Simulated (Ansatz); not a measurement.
# CH2FNOSi (SMILES O=C=N[SiH2]F): CCSD(T)/cc-pVDZ

What is the energy change on altering one bond length of CH2FNOSi at CCSD(T)/cc-pVDZ? 

The results are computed with Ansatz 0.2.0.

153 further runs of the same task are left out: 153 set aside as unsound or not needed.

**1. The system as given**

CH2FNOSi has 7 atoms, charge 0, and is taken as a singlet. As SMILES, `O=C=N[SiH2]F`. Geometry: relaxed at PBE0-D4/def2-TZVP. This is one conformer, not always the lowest.

Bond lengths: O1–C2 1.162 Å, C2–N3 1.195 Å, N3–Si4 1.694 Å, Si4–F5 1.591 Å, Si4–H6 1.475 Å, Si4–H7 1.475 Å. Angles: O1–C2–N3 178.4°, C2–N3–Si4 166.0°, N3–Si4–F5 109.2°, N3–Si4–H6 109.0°, N3–Si4–H7 109.0°, F5–Si4–H6 108.2°, F5–Si4–H7 108.2°, H6–Si4–H7 113.2°.

**2. A single-point energy at CCSD(T)/cc-pVDZ**

input.yaml

```yaml
crystal:
  periodic: [false, false, false]
  atoms:
    - symbol: O
      position_ang: [-0.573800, -2.908000, -0.552000]
    - symbol: C
      position_ang: [-0.306900, -1.816900, -0.256100]
    - symbol: "N"
      position_ang: [-0.019000, -0.706200, 0.076100]
    - symbol: Si
      position_ang: [0.212100, 0.968300, 0.188900]
    - symbol: F
      position_ang: [-0.420200, 1.671000, -1.091000]
    - symbol: H
      position_ang: [-0.490300, 1.470300, 1.384800]
    - symbol: H
      position_ang: [1.659300, 1.253600, 0.203700]
basis:
  gaussian: {orbitals: cc-pVDZ}
correlation: {method: ccsd_t, frozen_orbitals: {C: 1, F: 1, H: 0, "N": 1, O: 1, Si: 5}}
accuracy: high
scf: {omitted_lower_state_checks: [cluster_reference, increment]}
```

Run with:

```console
$ ansatz run input.yaml --threads 1 --pin off --max-ram 3480MiB --events-out events.jsonl --progress --plain --runs-dir runs
```

The program printed, cut to the lines that bear on the results:

```text
Warning: RAYON_NUM_THREADS=1 ignored (pool sized by the plan → 1); use --threads N
Functional definition: HF
  name "HF"
[...]
1809 factors; integrals over basis functions are off by at most 3.6e-9 eV
[...]
mean field -15152.21983207 eV, -556.8338082852 hartree, gradient 2.3e-8 eV, S^2 0.000000; 0 other end points of the search recorded, 0 dependent functions left out
9 core orbitals not correlated: weight in the atoms' cores, before any rotation towards them, 1.000 or more for the frozen orbitals, at most 0.000 for the correlated occupied ones
reference -15152.21983207 eV, -556.8338082852 hartree; 14, 14 occupied and 61, 61 virtual orbitals, 1809 factors
second order -20.01384728 eV of doubles, -0.00000000 eV of singles
cycle   1  -19.73108771 eV  change    2.8e-1 eV  update   1.3e-1
[...]
cycle  21  -20.45595899 eV  change   2.1e-10 eV  update   1.3e-9
perturbative correction -0.64077688 eV, -0.0235481160 hartree
Total energy: -15173.31656795 eV, -557.6090990287 hartree
Checks for a lower state left out: cluster_reference, increment
```

Run time: 20 s. Hardware: 1 thread of Arm Neoverse V1, shared host; peak memory 0.46 GiB.

**3. The distorted shape, same level**

job.yaml

```yaml
crystal:
  periodic: [false, false, false]
  atoms:
    - {symbol: O, position_ang: [-0.707253, -3.453564, -0.699954]}
    - {symbol: C, position_ang: [-0.306900, -1.816900, -0.256100]}
    - {symbol: "N", position_ang: [-0.019000, -0.706200, 0.076100]}
    - {symbol: Si, position_ang: [0.212100, 0.968300, 0.188900]}
    - {symbol: F, position_ang: [-0.420200, 1.671000, -1.091000]}
    - {symbol: H, position_ang: [-0.490300, 1.470300, 1.384800]}
    - {symbol: H, position_ang: [1.659300, 1.253600, 0.203700]}
basis:
  gaussian:
    orbitals: cc-pVDZ
accuracy: high
correlation:
  method: ccsd_t
  frozen_orbitals: {C: 1, F: 1, H: 0, "N": 1, O: 1, Si: 5}
scf:
  omitted_lower_state_checks: [cluster_reference, increment]
```

Run with:

```console
$ ansatz run job.yaml --threads 1 --pin off --max-ram 3480MiB --events-out events.jsonl --progress --plain --runs-dir runs
```

The program printed, cut to the lines that bear on the results:

```text
Warning: RAYON_NUM_THREADS=1 ignored (pool sized by the plan → 1); use --threads N
[... 2 set-up lines as earlier in the session ...]
[...]
1807 factors; integrals over basis functions are off by at most 3.6e-9 eV
[...]
mean field -15147.08376572 eV, -556.6450613282 hartree, gradient 1.4e-8 eV, S^2 0.000000; 0 other end points of the search recorded, 0 dependent functions left out; unrestricted orbitals would lower it
9 core orbitals not correlated: weight in the atoms' cores, before any rotation towards them, 1.000 or more for the frozen orbitals, at most 0.000 for the correlated occupied ones
reference -15147.08376572 eV, -556.6450613282 hartree; 14, 14 occupied and 61, 61 virtual orbitals, 1807 factors
second order -19.61705779 eV of doubles, -0.00000000 eV of singles
cycle   1  -19.66256951 eV  change   -4.6e-2 eV  update   1.6e-1
[...]
cycle  32  -20.78775917 eV  change    1.1e-9 eV  update  5.3e-10
perturbative correction -0.78709849 eV, -0.0289253361 hartree
Total energy: -15168.65862339 eV, -557.4379227234 hartree
Checks for a lower state left out: cluster_reference, increment
```

Run time: 25 s. Hardware: 1 thread of Arm Neoverse V1, shared host; peak memory 0.46 GiB.

**4. What came out**

Level: CCSD(T)/cc-pVDZ, 9 core orbitals frozen.

| quantity | value |
| --- | --- |
| first shape: total energy | -557.60910 Eh |
| first shape: correlation energy (9 core orbitals frozen) | -775.3 mEh |
| first shape: (T) correction | -23.55 mEh |
| first shape: T1 diagnostic | 0.016 |
| distorted shape: total energy | -557.43792 Eh |
| distorted shape: correlation energy (9 core orbitals frozen) | -792.9 mEh |
| distorted shape: (T) correction | -28.93 mEh |
| distorted shape: T1 diagnostic | 0.037 |
| energy change with the O1–C2 bond stretched from 1.162 to 1.742 Å | 4.658 eV |

In words: With the O1–C2 bond stretched from 1.162 to 1.742 Å the energy rises by 4.66 eV (107 kcal/mol). The first shape isn't relaxed at this level, so the change isn't measured from a minimum. A restricted reference can't describe the breaking bond well at this length. The triples (first shape) make up 3.0 % of the correlation energy. The T1 diagnostic (distorted shape) of 0.037 is above the customary mark for such species, so a single reference may not serve. The restricted solution (distorted shape) is unstable to spin breaking: an unrestricted one lies lower. The triples (distorted shape) make up 3.6 % of the correlation energy.
